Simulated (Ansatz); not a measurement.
**BH3NPS: basis-set convergence**

An exercise on one series of results from a longer session: the logs are not shown, and one member is left open.

Program: Ansatz 0.2.0, Gaussian basis. Level of theory: one geometry, several basis sets. These are calculated values, not measurements.

Levels to be run: PBE0-D4/def2-SVP; ωB97M-V/def2-SVP; PBE0-D4/def2-QZVPP; ωB97M-V/def2-QZVPP; the functionals' def2-TZVPP values are taken from earlier runs.

## Structure used throughout

All runs share one geometry, relaxed beforehand with PBE0-D4 in a triple-zeta def2 set.

SMILES `SP1BN1`, 7 atoms, charge 0, spin multiplicity 1.

Atoms are counted from 1 here; the program's logs count them from 0.

Bond lengths: S1–P2 2.138 Å, S1–H5 1.344 Å, P2–B3 1.899 Å, P2–N4 1.761 Å, B3–N4 1.352 Å, B3–H6 1.184 Å, N4–H7 1.007 Å. Angles: P2–S1–H5 99.5°, S1–P2–B3 104.4°, S1–P2–N4 106.5°, B3–P2–N4 43.2°, P2–B3–N4 63.0°, P2–B3–H6 154.4°, N4–B3–H6 142.5°, P2–N4–B3 73.9°, P2–N4–H7 138.6°, B3–N4–H7 147.0°.

The first run:

in.yaml

```yaml
crystal:
  periodic: [false, false, false]
  atoms:
    - {symbol: S, position_ang: [-1.893538, -0.219042, -1.105436]}
    - {symbol: P, position_ang: [0.210700, 0.111885, -1.291516]}
    - {symbol: B, position_ang: [0.768174, 0.600008, 0.457367]}
    - {symbol: N, position_ang: [0.966572, -0.684979, 0.085403]}
    - {symbol: H, position_ang: [-2.112298, 0.395327, 0.070081]}
    - {symbol: H, position_ang: [0.883191, 1.341709, 1.372995]}
    - {symbol: H, position_ang: [1.238500, -1.612908, 0.365305]}
basis:
  gaussian: {orbitals: def2-SVP}
hamiltonian: {xc: pbe0, dispersion: d4}
output: {orbitals: {seedname: orbitals}}
```

Run with:

```
ansatz run in.yaml --threads 2 --pin off --events-out ev --progress --plain --max-ram 4352MiB
```

Steps of the session up to this table: PBE0-D4 in def2-SVP; ωB97M-V in def2-SVP; PBE0-D4 in def2-QZVPP; ωB97M-V in def2-QZVPP.

One of the session's tables, all rows but one given; the rest of the session is left out.

```
functional       basis  HOMO (eV)
   PBE0-D4    def2-SVP      -7.07
   PBE0-D4  def2-TZVPP      -7.15
   PBE0-D4  def2-QZVPP          ?
   ωB97M-V    def2-SVP      -9.14
   ωB97M-V  def2-TZVPP      -9.25
   ωB97M-V  def2-QZVPP      -9.28
```

Q: Estimate the row for PBE0-D4, def2-QZVPP from the others.

The run gave: HOMO (eV): -7.18. In the column «HOMO (eV)» it lies between ωB97M-V, def2-SVP (-9.14) and PBE0-D4, def2-TZVPP (-7.15).
